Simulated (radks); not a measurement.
# Cu⁺ in [Ne] 3s1.5 3p6 3d10 4s0.5: an all-electron calculation

The task here is to estimate one member of a computed series from the others.

Method: scalar-relativistic Kohn-Sham, PBE, spin-polarised, spherical densities, finite nucleus; open shells are filled with parallel spins first. Code: radks (a radial shooting solver on a logarithmic mesh, Libxc functionals) version 1.

### The system

| Item | Value |
| --- | --- |
| element | copper (Z = 29) |
| charge | +1 |
| electrons | 28 |
| configuration | [Ne] 3s1.5 3p6 3d10 4s0.5 |
| nuclear rms radius | 3.8823 fm |

The first run:

The run's settings:

```text
Z 29
configuration [Ne] 3s1.5 3p6 3d10 4s0.5 4p0 5s0
relativity scalar-relativistic
functional pbe,pbe
spin polarised
nucleus finite rms 3.8823 fm
c 137.035999084
```

One of the session's tables, all rows but one given; the rest of the session is left out.

It belongs to the step «Orbitals and density». From the orbitals of this run (lengths in bohr):

```
  level      <r>  outermost maximum (interpolated)  90 % within  nodes
  1s up  0.05213                            0.0341       0.0931      0
1s down  0.05213                            0.0341       0.0931      0
  2s up   0.2351                             0.197        0.364      1
2s down   0.2351                             0.197        0.364      1
  2p up   0.2064                             0.158        0.337      0
2p down   0.2064                             0.158        0.337      0
  3s up        ?                                 ?            ?      ?
3s down   0.7111                             0.613         1.07      2
  3p up   0.7462                             0.619         1.15      1
3p down   0.7473                             0.619         1.16      1
  3d up   0.9647                             0.599         1.71      0
3d down   0.9680                             0.600         1.71      0
  4s up    2.522                              2.08         3.81      3
4s down    2.522                              2.09         3.81      3
  4p up    3.316                              2.68         5.09      2
4p down    3.315                              2.70         5.08      2
```

**Question.** Estimate the row for 3s up.

**Answer.** <r>: 0.7103; outermost maximum (interpolated): 0.613; 90 % within: 1.07; nodes: 2. In the column «<r>» it lies between 2s down (0.2351) and 3s down (0.7111).
